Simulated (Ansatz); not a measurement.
# CH₇AlO₂Si: one species, many methods

One table from this session's results is given with a row withheld; the runs are named, their logs left out.

Method: functionals in def2-TZVPP, the program's frozen cores in correlated methods; program: Ansatz 0.2.0, Gaussian basis.

Plan: PBE-D4, r2SCAN-D4, PBE0-D4, B3LYP-D4, ωB97X-V, ωB97M-V, B2PLYP; CCSD(T)/def2-TZVPP; MP2/def2-QZVPP; extrapolation to the limit.

### The relaxed structure

The geometry comes from an earlier relaxation with PBE0-D4 in a triple-zeta def2 set; it is a stationary point, not always the lowest conformer.

12 atoms, charge 0, spin multiplicity 1.

Atoms are counted from 1 here; the program's logs count them from 0.

Bond lengths: O1–C2 1.366 Å, O1–H6 0.967 Å, C2–O3 1.599 Å, C2–Al4 1.972 Å, C2–Si5 1.881 Å, O3–Al4 1.929 Å, O3–H7 0.963 Å, Al4–H8 1.589 Å, Al4–H9 1.580 Å, Si5–H10 1.496 Å, Si5–H11 1.482 Å, Si5–H12 1.488 Å. Angles: C2–O1–H6 110.9°, O1–C2–O3 107.9°, O1–C2–Al4 120.0°, O1–C2–Si5 115.4°, O3–C2–Al4 64.4°, O3–C2–Si5 110.1°, Al4–C2–Si5 123.0°, C2–O3–Al4 67.2°, C2–O3–H7 112.5°, Al4–O3–H7 121.0°, C2–Al4–O3 48.4°, C2–Al4–H8 115.0°, C2–Al4–H9 120.5°, O3–Al4–H8 109.6°, O3–Al4–H9 112.1°, H8–Al4–H9 124.0°, C2–Si5–H10 109.2°, C2–Si5–H11 109.5° and more.

The first run:

in.yaml

```yaml
crystal:
  periodic: [false, false, false]
  atoms:
    - {symbol: O, position_ang: [-0.837084, 1.682309, 0.102044]}
    - {symbol: C, position_ang: [-0.359041, 0.403013, 0.062147]}
    - {symbol: O, position_ang: [0.572567, 0.185785, 1.343813]}
    - {symbol: Al, position_ang: [-1.000939, -0.930339, 1.366153]}
    - {symbol: Si, position_ang: [0.575687, -0.061760, -1.502957]}
    - {symbol: H, position_ang: [-0.190927, 2.304067, -0.258723]}
    - {symbol: H, position_ang: [1.434934, -0.176724, 1.114718]}
    - {symbol: H, position_ang: [-0.593043, -2.432601, 1.045202]}
    - {symbol: H, position_ang: [-2.009949, -0.513988, 2.508910]}
    - {symbol: H, position_ang: [1.410659, 1.099961, -1.940955]}
    - {symbol: H, position_ang: [-0.390984, -0.392228, -2.576725]}
    - {symbol: H, position_ang: [1.465118, -1.222597, -1.229627]}
basis:
  gaussian: {orbitals: def2-TZVPP}
hamiltonian: {xc: pbe, dispersion: d4}
output: {forces: true, orbitals: {seedname: orbitals}}
```

On the command line:

```console
> ansatz run in.yaml --threads 4 --pin off --events-out ev --progress --plain --max-ram 10444MiB
```

Among the steps run: PBE-D4 (GGA); r2SCAN-D4 (meta-GGA); PBE0-D4 (hybrid); B3LYP-D4 (hybrid); ωB97X-V (range-separated); ωB97M-V (range-separated); B2PLYP (double hybrid); CCSD(T) in def2-TZVPP; MP2 in def2-QZVPP.

One table of the session follows, with a row left open; its other results are not shown here.

| method | atomisation energy (kJ/mol) |
| --- | --- |
| PBE-D4 | 3906.3 |
| r2SCAN-D4 | 3876.4 |
| PBE0-D4 | 3824.5 |
| B3LYP-D4 | 3851.9 |
| ωB97X-V | 3885.3 |
| ωB97M-V | 3878.7 |
| B2PLYP | ? |
| HF/def2-TZVPP | 2699.9 |
| MP2/def2-TZVPP | 3809.9 |
| CCSD/def2-TZVPP | 3699.7 |
| CCSD(T)/def2-TZVPP | 3761.4 |
| MP2/CBS | 3925.1 |
| CCSD(T)/CBS | 3876.6 |

**Question.** Estimate the row for B2PLYP.

**Answer.** atomisation energy (kJ/mol): 3804.8. In the column «atomisation energy (kJ/mol)» it lies between CCSD(T)/def2-TZVPP (3761.4) and MP2/def2-TZVPP (3809.9).

Limits of these values: Free atoms (2 O, 1 C, 1 Al, 1 Si, 7 H) were run apart at each level; the atomisation energy is their sum less the molecule, without zero-point or spin-orbit terms.
